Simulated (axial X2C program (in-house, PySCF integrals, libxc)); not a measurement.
**A two-component session on CuN: properties at the nuclei**

Wanted for CuN: properties at the nuclei, at the two-component level.

Method: two-component X2C with atomic mean-field terms, Cu dyall-cv3z, N dyall-av3z; program: an in-house X2C program for linear molecules on PySCF integrals.

All values are calculated.

### 1 Set-up

task.json reads:

```json
{
 "zs": [
  29,
  7
 ],
 "q": 0,
 "bas": [
  "dyall-cv3z",
  "dyall-av3z"
 ],
 "r0": 1.75,
 "levels": [
  "PBE0",
  "HF",
  "BHandHLYP",
  "TPSSh",
  "r2SCAN"
 ],
 "nst": 3
}
```

Keys: zs atomic numbers; q charge; bas basis sets; r0 starting distance in Å; levels methods (HF also brings MP2); nst determinants followed.

Run with:

```console
$ python soeom.py task.json out
```

The runs that follow: Expectation values, lowest determinant; Expectation values, a higher determinant; Expectation values, a higher determinant.

Before running it: what results should come out? Wanted: lowest determinant; Eeff magnitude; Ws magnitude Cu; A∥/gI Cu; qzz Cu; higher determinant; qzz N; μ (for each run or level that gives them).

**Answer**, as computed:

| quantity | value |
| --- | --- |
| lowest determinant | Ω = 1 (excess of +ω over −ω: ω = -1/2, ω = 3/2) |
| Eeff magnitude (GV/cm), PBE0 | 0.404 |
| Ws magnitude Cu (kHz), PBE0 | 0.116 |
| A∥/gI Cu (MHz), PBE0 | -439 |
| qzz Cu (a.u.), PBE0 | 0.61 |
| higher determinant | Ω = 0 (closed shell) |
| qzz Cu (a.u.), PBE0, higher determinant | 0.80 |
| qzz N (a.u.), PBE0, higher determinant | -0.72 |
| μ (D), PBE0, higher determinant | -4.07 |
| higher determinant | Ω = 2 (excess of +ω over −ω: ω = 1/2, ω = 3/2) |
| Eeff magnitude (GV/cm), PBE0, higher determinant | 0.0376 |
| Ws magnitude Cu (kHz), PBE0, higher determinant | 0.00806 |
| A∥/gI Cu (MHz), PBE0, higher determinant | 131 |
| qzz Cu (a.u.), PBE0, higher determinant | 0.80 |

What this shows: In the first state, the effective field runs from 0.304 to 0.48 GV/cm over the mean-field levels. The expectation values come from single determinants, which for open shells can mix terms of unlike spin or miss the lowest Ω, so a determinant need not be a state. Eeff is the effective electric field on the electron dipole moment in this Ω state and Ws the scalar–pseudoscalar constant (defined with the proton number Z and per Ω); A∥ is the parallel hyperfine constant, which follows by multiplying with the nuclear g factor gI = μI/(I μN); qzz is the electric field gradient, eQq0 = 234.96 MHz × Q/barn × qzz; μ is positive if N is the positive end. The operators were transformed with the bare-nucleus X2C matrices.
